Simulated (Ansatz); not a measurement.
# HfB+ (septet): wave-function methods side by side, def2-TZVPP

The task here is to estimate one member of a computed series from the others.

Computed with Ansatz 0.2.0, Gaussian basis. Level: def2-TZVPP, core rule «outside noble gas», up to 5 orbitals frozen.

The runs, in order: UHF; ROHF; CCSD(T) on UHF.

## The geometry

The geometry is a PBE0/def2-TZVP stationary point (not a proven minimum) of the parent state, kept for this charge and spin. No spin-orbit coupling is included. Elements past krypton take def2 core potentials.

2 atoms, charge 1, spin multiplicity 7.

Atoms are counted from 1 here; the program's logs count them from 0.

Bond lengths: Hf1–B2 2.136 Å.

Set-up of the first run:

in.yaml

```yaml
crystal:
  periodic: [false, false, false]
  atoms:
    - {symbol: Hf, position_ang: [0.000000, 0.000000, 0.000000]}
    - {symbol: B, position_ang: [0.000000, 0.000000, 2.136000]}
basis:
  gaussian: {orbitals: def2-TZVPP}
total_charge: 1
magnetization: {spin_polarized: true, initial_magnetization: 6}
hamiltonian: {xc: hf}
output: {orbitals: {seedname: orbitals}}
```

Started as:

```console
$ ansatz run in.yaml --threads 1 --pin off --events-out ev --progress --plain --max-ram 4096MiB --backend cpu
```

Steps of the session up to this table: UHF; ROHF; CCSD(T) on UHF.

One table of the session follows, with a row left open; its other results are not shown here.

```
  method  from UCCSD(T) (meV)
    ROHF              +1829.4
     UHF                    ?
    UMP2               +430.4
   UCCSD                +61.8
UCCSD(T)                    0
```

Q: Estimate the row for UHF from the others.

As computed: from UCCSD(T) (meV): +1733.0. In the column «from UCCSD(T) (meV)» it lies between UMP2 (+430.4) and ROHF (+1829.4).
